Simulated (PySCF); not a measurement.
# WF4+: ligand-field states

Wanted: ligand-field states for WF4+.

Programs: PySCF 2.14.0, with routines of our own; each step states its level. All values are computed. Atoms count from 0.

## 1. The starting structure

5 atoms, charge 1, states of the metal's open shell are computed; geometry from: model geometry, bond lengths from ionic radii.

## 2. Ligand-field states: state-averaged CASSCF

The job: settings as JSON, then the geometry in Å.

```
{"job": {"kind": "lf", "basis": {"metal": "x2c-TZVPall", "ligand": "x2c-SVPall"}, "nevpt": true}, "charge": 1, "metal": "W", "open_shell": "d1"}
W      0.000000     0.000000     0.000000
F      1.039230     1.039230     1.039231
F     -1.039230    -1.039230     1.039231
F     -1.039230     1.039230    -1.039231
F      1.039230    -1.039230    -1.039231
```

Level: state-averaged CASSCF of the metal d shell, SC-NEVPT2 on the averaged canonical orbitals, state-interaction spin-orbit coupling.

Launch:

```console
$ OMP_NUM_THREADS=1 python lf_run.py task.json out
```

This one command runs all jobs of the session in turn.

What it wrote:

```text
basis functions 137, electrons 109, active (1e, 5o)
stage 1: DIIS on the effective Fock matrix, level shift 0.30
cycle   1  E = -16537.3642966347  dE = -1.654e+04  max|g| = 1.146e+00
cycle   2  E = -16537.4765550894  dE = -1.123e-01  max|g| = 7.646e-01
cycle   3  E = -16537.6005568494  dE = -1.240e-01  max|g| = 4.048e-01
cycle   4  E = -16537.7534307159  dE = -1.529e-01  max|g| = 1.955e-01
cycle   5  E = -16537.7859967527  dE = -3.257e-02  max|g| = 5.933e-02
cycle   6  E = -16537.7889255071  dE = -2.929e-03  max|g| = 2.378e-02
cycle   7  E = -16537.7893898230  dE = -4.643e-04  max|g| = 8.809e-03
cycle   8  E = -16537.7894596416  dE = -6.982e-05  max|g| = 4.167e-03
cycle   9  E = -16537.7894708318  dE = -1.119e-05  max|g| = 1.959e-03
cycle  10  E = -16537.7894735156  dE = -2.684e-06  max|g| = 8.404e-04
cycle  11  E = -16537.7894738594  dE = -3.438e-07  max|g| = 3.739e-04
cycle  12  E = -16537.7894739370  dE = -7.761e-08  max|g| = 1.740e-04
cycle  13  E = -16537.7894739543  dE = -1.727e-08  max|g| = 7.995e-05
cycle  14  E = -16537.7894739576  dE = -3.292e-09  max|g| = 3.656e-05
cycle  15  E = -16537.7894739582  dE = -6.294e-10  max|g| = 1.746e-05
cycle  16  E = -16537.7894739583  dE = -1.346e-10  max|g| = 8.410e-06
converged average energy = -16537.7894739583

 mult deg   label        CASSCF/cm-1   NEVPT2/cm-1
   2   2   2E                  0.0           0.0
   2   3   2T2             17841.0       16565.0

spin-orbit levels / cm-1
      0.00  x4  2E 0.96 2T2 0.04
  17338.12  x4  2T2 0.96 2E 0.04
  18136.83  x2  2T2 1.00
```

Run time: 12 s. Hardware: 1 thread of Arm Neoverse V2, shared host; peak memory 0.34 GiB.

Warnings kept with the result: strongly covalent, metal-shell active space is small for this complex.

In short:

```csv
quantity,value
spin-orbit constant ζ,2298 cm⁻¹
```

Powder susceptibility:

```csv
T (K),χT (cm³ K/mol),μ(eff)
2,0.227,1.35
5,0.228,1.35
10,0.228,1.35
20,0.228,1.35
30,0.228,1.35
50,0.229,1.35
75,0.229,1.35
100,0.230,1.36
150,0.231,1.36
200,0.233,1.36
250,0.234,1.37
300,0.235,1.37
```

## 3. Ligand-field states: state-averaged CASSCF (angle to the S4 axis at 45°)

The job: settings as JSON, then the geometry in Å.

```
{"job": {"kind": "lf", "basis": {"metal": "x2c-TZVPall", "ligand": "x2c-SVPall"}, "nevpt": true, "reuse": true}, "charge": 1, "metal": "W", "open_shell": "d1"}
W      0.000000     0.000000     0.000000
F      0.900000     0.900000     1.272792
F     -0.900000    -0.900000     1.272792
F     -0.900000     0.900000    -1.272792
F      0.900000    -0.900000    -1.272792
```

With the program's defaults for keys left out, this is: state-averaged CASSCF of the metal d shell, SC-NEVPT2 on the averaged canonical orbitals, state-interaction spin-orbit coupling.

What it wrote:

```text
basis functions 137, electrons 109, active (1e, 5o)
start from the orbitals of the previous structure
stage 1: DIIS on the effective Fock matrix, level shift 0.30
cycle   1  E = -16534.6056006026  dE = -1.653e+04  max|g| = 4.129e+01
cycle   2  E = -16537.5435730158  dE = -2.938e+00  max|g| = 4.695e-01
cycle   3  E = -16537.7291400695  dE = -1.856e-01  max|g| = 1.626e-01
cycle   4  E = -16537.7516154766  dE = -2.248e-02  max|g| = 1.240e-01
cycle   5  E = -16537.7665171257  dE = -1.490e-02  max|g| = 5.491e-02
cycle   6  E = -16537.7694432119  dE = -2.926e-03  max|g| = 1.666e-02
cycle   7  E = -16537.7698075738  dE = -3.644e-04  max|g| = 7.331e-03
cycle   8  E = -16537.7698939533  dE = -8.638e-05  max|g| = 3.389e-03
cycle   9  E = -16537.7699137978  dE = -1.984e-05  max|g| = 1.254e-03
cycle  10  E = -16537.7699179154  dE = -4.118e-06  max|g| = 5.546e-04
cycle  11  E = -16537.7699186589  dE = -7.436e-07  max|g| = 2.387e-04
cycle  12  E = -16537.7699187662  dE = -1.072e-07  max|g| = 1.006e-04
cycle  13  E = -16537.7699187826  dE = -1.645e-08  max|g| = 4.495e-05
cycle  14  E = -16537.7699187856  dE = -2.998e-09  max|g| = 1.960e-05
cycle  15  E = -16537.7699187864  dE = -8.113e-10  max|g| = 8.531e-06
converged average energy = -16537.7699187864

 mult deg   label        CASSCF/cm-1   NEVPT2/cm-1
   2   1   2B1                 0.0           0.0
   2   1   2A1              6905.3        5906.9
   2   1   2B2              9889.0        9154.4
   2   2   2E              28437.0       27471.0

spin-orbit levels / cm-1
      0.00  x2  2B1 0.93 2B2 0.07
   6291.94  x2  2A1 0.98
  10673.97  x2  2B2 0.93 2B1 0.07
  28241.31  x2  2E 0.98
  28953.49  x2  2E 0.99
```

It took 7.8 s on 1 thread of Arm Neoverse V2, shared host; peak memory 0.35 GiB.

Warnings kept with the result: strongly covalent, metal-shell active space is small for this complex.

From this job:

```csv
quantity,value
spin-orbit constant ζ,2277 cm⁻¹
```

Powder susceptibility:

```csv
T (K),χT (cm³ K/mol),μ(eff)
2,0.174,1.18
20,0.175,1.18
100,0.178,1.19
300,0.186,1.22
```

## 4. Ligand-field states: state-averaged CASSCF (angle to the S4 axis at 50°)

The job: settings as JSON, then the geometry in Å.

```
{"job": {"kind": "lf", "basis": {"metal": "x2c-TZVPall", "ligand": "x2c-SVPall"}, "nevpt": true, "reuse": true}, "charge": 1, "metal": "W", "open_shell": "d1"}
W      0.000000     0.000000     0.000000
F      0.975015     0.975015     1.157018
F     -0.975015    -0.975015     1.157018
F     -0.975015     0.975015    -1.157018
F      0.975015    -0.975015    -1.157018
```

Level: state-averaged CASSCF of the metal d shell, SC-NEVPT2 on the averaged canonical orbitals, state-interaction spin-orbit coupling.

What it wrote:

```text
basis functions 137, electrons 109, active (1e, 5o)
start from the orbitals of the previous structure
stage 1: DIIS on the effective Fock matrix, level shift 0.30
cycle   1  E = -16536.8167687727  dE = -1.654e+04  max|g| = 2.077e+01
cycle   2  E = -16537.7196828427  dE = -9.029e-01  max|g| = 2.546e-01
cycle   3  E = -16537.7770038674  dE = -5.732e-02  max|g| = 7.108e-02
cycle   4  E = -16537.7817446469  dE = -4.741e-03  max|g| = 5.535e-02
cycle   5  E = -16537.7847719182  dE = -3.027e-03  max|g| = 1.864e-02
cycle   6  E = -16537.7852413238  dE = -4.694e-04  max|g| = 6.731e-03
cycle   7  E = -16537.7853065545  dE = -6.523e-05  max|g| = 3.449e-03
cycle   8  E = -16537.7853252049  dE = -1.865e-05  max|g| = 1.894e-03
cycle   9  E = -16537.7853294446  dE = -4.240e-06  max|g| = 8.853e-04
cycle  10  E = -16537.7853303721  dE = -9.274e-07  max|g| = 3.908e-04
cycle  11  E = -16537.7853305623  dE = -1.902e-07  max|g| = 1.644e-04
cycle  12  E = -16537.7853305953  dE = -3.299e-08  max|g| = 7.238e-05
cycle  13  E = -16537.7853306001  dE = -4.820e-09  max|g| = 3.178e-05
cycle  14  E = -16537.7853306008  dE = -6.366e-10  max|g| = 1.398e-05
cycle  15  E = -16537.7853306008  dE = -9.459e-11  max|g| = 6.142e-06
converged average energy = -16537.7853306008

 mult deg   label        CASSCF/cm-1   NEVPT2/cm-1
   2   1   2B1                 0.0           0.0
   2   1   2A1              3997.3        3882.9
   2   1   2B2             13709.4       12732.4
   2   2   2E              23256.0       22077.8

spin-orbit levels / cm-1
      0.00  x2  2B1 0.95 2B2 0.04
   4006.44  x2  2A1 0.97
  13924.97  x2  2B2 0.96 2B1 0.04
  22858.26  x2  2E 0.97
  23406.29  x2  2E 0.99
```

It took 7.8 s on 1 thread of Arm Neoverse V2, shared host; peak memory 0.35 GiB.

Warnings kept with the result: strongly covalent, metal-shell active space is small for this complex.

Key values:

```csv
quantity,value
spin-orbit constant ζ,2293 cm⁻¹
```

Powder susceptibility:

```csv
T (K),χT (cm³ K/mol),μ(eff)
2,0.207,1.29
20,0.207,1.29
100,0.210,1.29
300,0.216,1.31
```

## 5. Ligand-field states: state-averaged CASSCF (angle to the S4 axis at 60°)

The job: settings as JSON, then the geometry in Å.

```
{"job": {"kind": "lf", "basis": {"metal": "x2c-TZVPall", "ligand": "x2c-SVPall"}, "nevpt": true, "reuse": true}, "charge": 1, "metal": "W", "open_shell": "d1"}
W      0.000000     0.000000     0.000000
F      1.102270     1.102270     0.900000
F     -1.102270    -1.102270     0.900000
F     -1.102270     1.102270    -0.900000
F      1.102270    -1.102270    -0.900000
```

Level: state-averaged CASSCF of the metal d shell, SC-NEVPT2 on the averaged canonical orbitals, state-interaction spin-orbit coupling.

What it wrote:

```text
basis functions 137, electrons 109, active (1e, 5o)
start from the orbitals of the previous structure
stage 1: DIIS on the effective Fock matrix, level shift 0.30
cycle   1  E = -16534.5404061306  dE = -1.653e+04  max|g| = 3.821e+01
cycle   2  E = -16537.5459137519  dE = -3.006e+00  max|g| = 4.614e-01
cycle   3  E = -16537.7414692737  dE = -1.956e-01  max|g| = 1.708e-01
cycle   4  E = -16537.7659063424  dE = -2.444e-02  max|g| = 1.331e-01
cycle   5  E = -16537.7814586505  dE = -1.555e-02  max|g| = 5.261e-02
cycle   6  E = -16537.7843901841  dE = -2.932e-03  max|g| = 1.513e-02
cycle   7  E = -16537.7847417789  dE = -3.516e-04  max|g| = 6.493e-03
cycle   8  E = -16537.7848241085  dE = -8.233e-05  max|g| = 3.171e-03
cycle   9  E = -16537.7848426583  dE = -1.855e-05  max|g| = 1.491e-03
cycle  10  E = -16537.7848465425  dE = -3.884e-06  max|g| = 6.842e-04
cycle  11  E = -16537.7848472325  dE = -6.900e-07  max|g| = 3.137e-04
cycle  12  E = -16537.7848473336  dE = -1.011e-07  max|g| = 1.350e-04
cycle  13  E = -16537.7848473492  dE = -1.562e-08  max|g| = 5.750e-05
cycle  14  E = -16537.7848473524  dE = -3.212e-09  max|g| = 2.484e-05
cycle  15  E = -16537.7848473533  dE = -9.131e-10  max|g| = 1.060e-05
cycle  16  E = -16537.7848473536  dE = -2.401e-10  max|g| = 5.107e-06
converged average energy = -16537.7848473536

 mult deg   label        CASSCF/cm-1   NEVPT2/cm-1
   2   1   2A1                 0.0           0.0
   2   1   2B1              5418.6        6165.5
   2   2   2E              16947.3       16395.8
   2   1   2B2             28457.4       27547.0

spin-orbit levels / cm-1
      0.00  x2  2A1 0.96 2E 0.04
   6121.48  x2  2B1 0.96
  17081.14  x2  2E 0.96 2A1 0.04
  17858.40  x2  2E 0.97
  28500.09  x2  2B2 0.98
```

It took 8.1 s on 1 thread of Arm Neoverse V2, shared host; peak memory 0.35 GiB.

Warnings kept with the result: strongly covalent, metal-shell active space is small for this complex.

Key values:

```csv
quantity,value
spin-orbit constant ζ,2296 cm⁻¹
```

Powder susceptibility:

```csv
T (K),χT (cm³ K/mol),μ(eff)
2,0.220,1.33
20,0.220,1.33
100,0.223,1.33
300,0.228,1.35
```

## 6. Ligand-field states: state-averaged CASSCF (angle to the S4 axis at 65°)

The job: settings as JSON, then the geometry in Å.

```
{"job": {"kind": "lf", "basis": {"metal": "x2c-TZVPall", "ligand": "x2c-SVPall"}, "nevpt": true, "reuse": true}, "charge": 1, "metal": "W", "open_shell": "d1"}
W      0.000000     0.000000     0.000000
F      1.153541     1.153541     0.760713
F     -1.153541    -1.153541     0.760713
F     -1.153541     1.153541    -0.760713
F      1.153541    -1.153541    -0.760713
```

Method: state-averaged CASSCF of the metal d shell, SC-NEVPT2 on the averaged canonical orbitals, state-interaction spin-orbit coupling.

What it wrote:

```text
basis functions 137, electrons 109, active (1e, 5o)
start from the orbitals of the previous structure
stage 1: DIIS on the effective Fock matrix, level shift 0.30
cycle   1  E = -16536.7890825690  dE = -1.654e+04  max|g| = 1.606e+01
cycle   2  E = -16537.7062984469  dE = -9.172e-01  max|g| = 3.071e-01
cycle   3  E = -16537.7639438385  dE = -5.765e-02  max|g| = 8.215e-02
cycle   4  E = -16537.7682530695  dE = -4.309e-03  max|g| = 6.553e-02
cycle   5  E = -16537.7717760144  dE = -3.523e-03  max|g| = 2.237e-02
cycle   6  E = -16537.7723207802  dE = -5.448e-04  max|g| = 5.470e-03
cycle   7  E = -16537.7723791649  dE = -5.838e-05  max|g| = 3.200e-03
cycle   8  E = -16537.7723957064  dE = -1.654e-05  max|g| = 1.690e-03
cycle   9  E = -16537.7723991535  dE = -3.447e-06  max|g| = 8.483e-04
cycle  10  E = -16537.7723998645  dE = -7.110e-07  max|g| = 4.055e-04
cycle  11  E = -16537.7724000053  dE = -1.408e-07  max|g| = 1.897e-04
cycle  12  E = -16537.7724000295  dE = -2.422e-08  max|g| = 8.533e-05
cycle  13  E = -16537.7724000340  dE = -4.486e-09  max|g| = 3.766e-05
cycle  14  E = -16537.7724000349  dE = -9.277e-10  max|g| = 1.691e-05
cycle  15  E = -16537.7724000351  dE = -2.146e-10  max|g| = 7.413e-06
converged average energy = -16537.7724000351

 mult deg   label        CASSCF/cm-1   NEVPT2/cm-1
   2   1   2A1                 0.0           0.0
   2   1   2B1             10792.5       12732.7
   2   2   2E              16314.0       17002.3
   2   1   2B2             39304.0       39189.3

spin-orbit levels / cm-1
      0.00  x2  2A1 0.97 2E 0.03
  12369.99  x2  2B1 0.89 2E 0.10
  17478.79  x2  2E 0.97 2A1 0.03
  18856.50  x2  2E 0.90 2B1 0.10
  40030.38  x2  2B2 0.99
```

It took 7.8 s on 1 thread of Arm Neoverse V2, shared host; peak memory 0.35 GiB.

Warnings kept with the result: strongly covalent, metal-shell active space is small for this complex.

Key values:

```csv
quantity,value
spin-orbit constant ζ,2300 cm⁻¹
```

Powder susceptibility:

```csv
T (K),χT (cm³ K/mol),μ(eff)
2,0.228,1.35
20,0.228,1.35
100,0.230,1.36
300,0.236,1.37
```

(Part 1 of 2 ends here.)
